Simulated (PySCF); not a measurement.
# SnO−: from the state search to spectroscopic constants

What are the lowest state that PBE0 finds, the bond length, vibrational wavenumber and bond energy of SnO−, and how much do these hang on the method?

The runs use PySCF 2.14.0; Sn def2-SVPD with ECP28, O def2-SVPD, scalar-relativistic core potentials.

1 further run of the same task is left out (set aside as unsound or not needed).

## (1) Input

A driver script around PySCF takes these settings:

* atoms: Sn, O
* charge: -1
* basis: Sn def2-SVPD with ECP28, O def2-SVPD
* Hamiltonian: scalar-relativistic core potentials
* basis functions: 55
* electrons treated: 31
* masses in u: 119.9022, 15.9949
* levels: PBE0, PBE, r²SCAN, M06-2X, BHandHLYP, B3LYP, MP2, SCS-MP2
* grid: 80 radial by 434 angular points
* occupations: held fixed by the projection of orbital angular momentum
* dissociation limit: Sn + O−, each in its ground configuration
* starting distance in angstrom: 2.050
* values of 2S to try: 1, 3

Run with:

```
$ OMP_NUM_THREADS=1 python dia.py task.json out
```

The runs that follow: First curve: PBE0; Higher solutions at PBE0; PBE; r²SCAN (meta-GGA); M06-2X (hybrid meta-GGA); BHandHLYP (global hybrid GGA); B3LYP (global hybrid GGA).

**Question.** What will these runs give? Wanted: for each run, Re; ωe; De; μ.

**Answer**, as computed:

Lowest PBE0 solution found, without spin–orbit coupling: ²Π (doublet), unpaired electrons π ↑. State 2 has its PBE0 minimum 1.62 eV higher. The other levels ran on the lowest alone.

```tsv
level	Re (Å)	ωe (cm⁻¹)	De (eV)	μ (D)
PBE	1.950	660	4.67	-3.73
r²SCAN	1.925	700	4.47	-3.70
B3LYP	1.932	692	4.22	-4.10
PBE0	1.916	717	4.25	-3.94
BHandHLYP	1.901	748	3.75	-4.34
M06-2X	1.914	732	3.98	-4.30
```

De is counted to Sn + O− in their ground configurations. A positive dipole points from Sn to O; in an ion it is taken about the centre of mass and does not tell which atom is negative. No constants: UHF-MP2 (the points don't follow one smooth fit); UHF-SCS-MP2 (the points don't follow one smooth fit).

In words: Bond lengths run from 1.901 Å (BHandHLYP) to 1.950 Å (PBE). Among the levels with a De in the table, it runs from 3.75 eV (BHandHLYP) to 4.67 eV (PBE).

Correlated steps freeze 5 core orbitals. These are scalar-relativistic numbers at best; spin–orbit coupling would shift them, the dissociation energy most. With some functionals the highest level of the anion is positive, from self-interaction error or because the anion is truly unbound there; the finite basis then holds the extra electron, and no neutral molecule was run to test the binding.
